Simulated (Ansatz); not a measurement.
# BGe₂ (doublet): the correlation ladder, cc-pVTZ

One table from this session's results is given with a row withheld; the runs are named, their logs left out.

Program: Ansatz 0.2.0, Gaussian basis. Level of theory: cc-pVTZ, core rule «outside noble gas», up to 29 orbitals frozen. These are calculated values, not measurements.

Plan: UHF; CCSD(T) on ROHF; CCSD(T) on UHF; BCCD(T) on ROHF; CCSDT(Q) on ROHF; CCSDT(Q) on UHF; CASSCF and NEVPT2, 11 electrons in 12 orbitals.

5 further runs of the same task are left out: 5 set aside as unsound or not needed.

### The geometry

The geometry is a PBE0/def2-TZVP stationary point (not a proven minimum) of the parent state, kept for this charge and spin. No spin-orbit coupling is included. The filled d shell of Ge may be among the frozen orbitals whatever the setting's name suggests; the logs give the count.

3 atoms, charge 0, spin multiplicity 2.

Atoms are counted from 1 here; the program's logs count them from 0.

Bond lengths: Ge1–B2 2.025 Å, B2–Ge3 2.025 Å. Angles: Ge1–B2–Ge3 180.0°.

Set-up of the first run:

File in.yaml:

```yaml
crystal:
  periodic: [false, false, false]
  atoms:
    - {symbol: Ge, position_ang: [0.000000, 0.000000, 2.025400]}
    - {symbol: B, position_ang: [0.000000, 0.000000, 0.000000]}
    - {symbol: Ge, position_ang: [0.000000, 0.000000, -2.025400]}
basis:
  gaussian: {orbitals: cc-pVTZ}
magnetization: {spin_polarized: true, initial_magnetization: 1}
hamiltonian: {xc: hf}
output: {orbitals: {seedname: orbitals}}
```

Run with:

```
$ ansatz run in.yaml --threads 1 --pin off --events-out ev --progress --plain --max-ram 2816MiB --backend cpu
```

Steps of the session up to this table: UHF; CCSD(T) on ROHF; CCSD(T) on UHF; BCCD(T) on ROHF; CCSDT(Q) on ROHF; CCSDT(Q) on UHF; CASSCF and NEVPT2, 11 electrons in 12 orbitals.

One of the session's tables, all rows but one given; the rest of the session is left out.

| method | from RCCSDT(Q) (kJ/mol) |
| --- | --- |
| ROHF | +823.5 |
| UHF | +756.1 |
| RMP2 | +140.9 |
| UMP2 | +192.3 |
| RCCSD | +77.1 |
| UCCSD | +74.7 |
| RCCSD(T) | +14.0 |
| UCCSD(T) | +25.4 |
| BCCD(T) | ? |
| RCCSDT | +8.8 |
| UCCSDT | +9.6 |
| RCCSDT(Q) | 0 |
| UCCSDT(Q) | -1.9 |
| CASSCF valence | +474.8 |
| NEVPT2 valence | +101.7 |

**Question.** Estimate the row for BCCD(T).

As computed: from RCCSDT(Q) (kJ/mol): +13.7. In the column «from RCCSDT(Q) (kJ/mol)» it lies between UCCSDT (+9.6) and RCCSD(T) (+14.0).

Limits of these values: The determinant is far from a pure spin state, so its energy mixes those of several spin states (harmless only where they are near-degenerate, as at dissociation). Warnings: spin contamination; coupled cluster took another determinant than the lowest. Restricted and unrestricted rows rest on different reference determinants; where their highest levels disagree by more than a few hundredths of an eV, they describe different states and don't form one ladder.
